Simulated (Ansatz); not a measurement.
Write the native input for Ansatz 0.2.0 that does the following.

```yaml
Task: single point
Functional: PBE
Potentials_or_basis: Ansatz PAW
Cutoff: "420 eV (not typed: the program's choice for these potentials)"
k_mesh: 8 × 8 × 6
Occupations: fermi-dirac, width 0.05 eV
Spin: no spin polarisation
```

The system is Li4NO.

```
CELL_PARAMETERS angstrom
3.31287 0.00000 0.00000
0.00000 3.31287 0.00000
0.00000 0.00000 4.93652
ATOMIC_POSITIONS crystal
O 0.50000 0.50000 0.50000
N 0.00000 0.00000 0.00000
Li 0.50000 0.00000 0.26385
Li 0.00000 0.50000 0.73615
Li 0.50000 0.00000 0.73615
Li 0.00000 0.50000 0.26385
```

The cell comes from a database or a generator and needn't be the stable form of this composition.

These files were run (other wordings do the same):

input.yaml

```yaml
crystal:
  lattice:
    - [3.312866, 0.0, 0.0]
    - [0.0, 3.312866, 0.0]
    - [0.0, 0.0, 4.936518]
  atoms:
    - { symbol: O, position: [0.5, 0.5, 0.5] }
    - { symbol: "N", position: [0.0, 0.0, 0.0] }
    - { symbol: Li, position: [0.5, 0.0, 0.263848] }
    - { symbol: Li, position: [0.0, 0.5, 0.736152] }
    - { symbol: Li, position: [0.5, 0.0, 0.736152] }
    - { symbol: Li, position: [0.0, 0.5, 0.263848] }
hamiltonian:
  xc: pbe
  pseudopotentials: { kind: paw }
kpoints:
  mp_grid: { grid: [8, 8, 6] }
scf:
  occupations: { method: fermi_dirac, width: 0.05 }
output:
  forces: true
  stress: true
  eigenvalues: true
```

Potentials or basis: Ansatz PAW.

The run is started by

```bash
$ ansatz run input.yaml --threads 2 --pin off --max-ram 5120MiB --backend cpu --events-out ev --progress --plain --runs-dir out
```

Results of the run:

```
Pressure               : -1.6 GPa
Largest force          : 0.017 eV/Å
Band gap on the k mesh : none (metal or under the smearing width)
```

Caveat: the pressure holds a Pulay correction of +0.4 GPa for the finite cutoff; an odd number of electrons without spin polarisation forces a metal; a magnetic or distorted state may lie lower.

Wall time 3.9 s on 2 threads of Intel(R) Xeon(R) Processor @ 2.50GHz (Skylake/Cascade Lake) (shared host), peak memory 0.37 GiB.
